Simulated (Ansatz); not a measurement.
**SnBr4: one species, many methods**

An exercise on one series of results from a longer session: the logs are not shown, and one member is left open.

Program: Ansatz 0.2.0, Gaussian basis. Level of theory: functionals in def2-TZVPP, the program's frozen cores in correlated methods. These are calculated values, not measurements.

Levels to be run: LDA (SPW92), PBE-D4, revPBE-D4, BLYP-D4, r2SCAN-D4, B97M-V, PBE0-D4, B3LYP-D4, r2SCANh-D4, r2SCAN0-D4, HSE06-D4, BHLYP-D4, CAM-B3LYP-D4, LC-ωPBE, ωB97X-V, ωB97M-V, B2PLYP, PBE-QIDH; CCSD(T)/def2-SVP; CCSD(T)/def2-TZVPP; MP2/def2-QZVPP; extrapolation to the limit; RPA on PBE.

2 further runs of the same task are left out: 2 that didn't finish.

## The geometry

An earlier PBE0-D4 in a triple-zeta def2 set relaxation fixed the geometry. Sn takes the def2 core potential; no spin-orbit term is included.

SMILES `[Br][Sn]([Br])([Br])[Br]`, 5 atoms, charge 0, spin multiplicity 1.

Atoms are counted from 1 here; the program's logs count them from 0.

Bond lengths: Br1–Sn2 2.445 Å, Sn2–Br3 2.445 Å, Sn2–Br4 2.445 Å, Sn2–Br5 2.445 Å. Angles: Br1–Sn2–Br3 109.5°, Br1–Sn2–Br4 109.5°, Br1–Sn2–Br5 109.5°, Br3–Sn2–Br4 109.5°, Br3–Sn2–Br5 109.5°, Br4–Sn2–Br5 109.5°.

As a file:

| atom | x (Å) | y (Å) | z (Å) |
| --- | --- | --- | --- |
| Br1 | -1.10208 | -0.00224 | 2.16969 |
| Sn2 | 0.00996 | -0.01477 | -0.00829 |
| Br3 | 2.07879 | -1.31024 | 0.14021 |
| Br4 | -1.46831 | -1.02741 | -1.67251 |
| Br5 | 0.53144 | 2.28086 | -0.67050 |

Set-up of the first run:

Input file in.yaml:

```yaml
crystal:
  periodic: [false, false, false]
  atoms:
    - {symbol: Br, position_ang: [-1.102077, -0.002242, 2.169687]}
    - {symbol: Sn, position_ang: [0.009959, -0.014767, -0.008288]}
    - {symbol: Br, position_ang: [2.078790, -1.310237, 0.140210]}
    - {symbol: Br, position_ang: [-1.468311, -1.027410, -1.672509]}
    - {symbol: Br, position_ang: [0.531438, 2.280857, -0.670501]}
basis:
  gaussian: {orbitals: def2-TZVPP}
hamiltonian: {xc: lda}
output: {orbitals: {seedname: orbitals}}
```

Command:

```bash
ansatz run in.yaml --threads 2 --pin off --events-out ev --progress --plain --max-ram 32768MiB --backend cpu
```

Steps of the session up to this table: LDA; PBE-D4 (GGA); revPBE-D4 (GGA); BLYP-D4 (GGA); r2SCAN-D4 (meta-GGA); B97M-V (meta-GGA); PBE0-D4 (hybrid); B3LYP-D4 (hybrid); r2SCANh-D4 (hybrid); r2SCAN0-D4 (hybrid); HSE06-D4 (hybrid); BHLYP-D4 (hybrid); CAM-B3LYP-D4 (range-separated); LC-ωPBE (range-separated); ωB97X-V (range-separated); ωB97M-V (range-separated); B2PLYP (double hybrid); PBE-QIDH (double hybrid).

One table of the session follows, with a row left open; its other results are not shown here.

It belongs to the step «Frontier levels by functional». 

| functional | HOMO (eV) | LUMO (eV) | gap (eV) |
| --- | --- | --- | --- |
| LDA (SPW92) | ? | ? | ? |
| PBE-D4 | -7.61 | -4.23 | 3.38 |
| revPBE-D4 | -7.56 | -4.13 | 3.43 |
| BLYP-D4 | -7.42 | -4.15 | 3.27 |
| r2SCAN-D4 | -7.98 | -4.14 | 3.85 |
| B97M-V | -8.04 | -3.94 | 4.10 |
| PBE0-D4 | -8.93 | -3.45 | 5.48 |
| B3LYP-D4 | -8.64 | -3.71 | 4.92 |
| r2SCANh-D4 | -8.46 | -3.85 | 4.61 |
| r2SCAN0-D4 | -9.17 | -3.41 | 5.76 |
| HSE06-D4 | -8.53 | -3.82 | 4.72 |
| BHLYP-D4 | -10.06 | -2.57 | 7.49 |
| CAM-B3LYP-D4 | -10.24 | -2.53 | 7.72 |
| LC-ωPBE | -11.68 | -1.38 | 10.30 |
| ωB97X-V | -11.30 | -1.46 | 9.84 |
| ωB97M-V | -11.14 | -1.54 | 9.60 |

**Question.** Estimate the row for LDA (SPW92).

As computed: HOMO (eV): -7.78; LUMO (eV): -4.55; gap (eV): 3.23. In the column «HOMO (eV)» it lies between r2SCAN-D4 (-7.98) and PBE-D4 (-7.61).
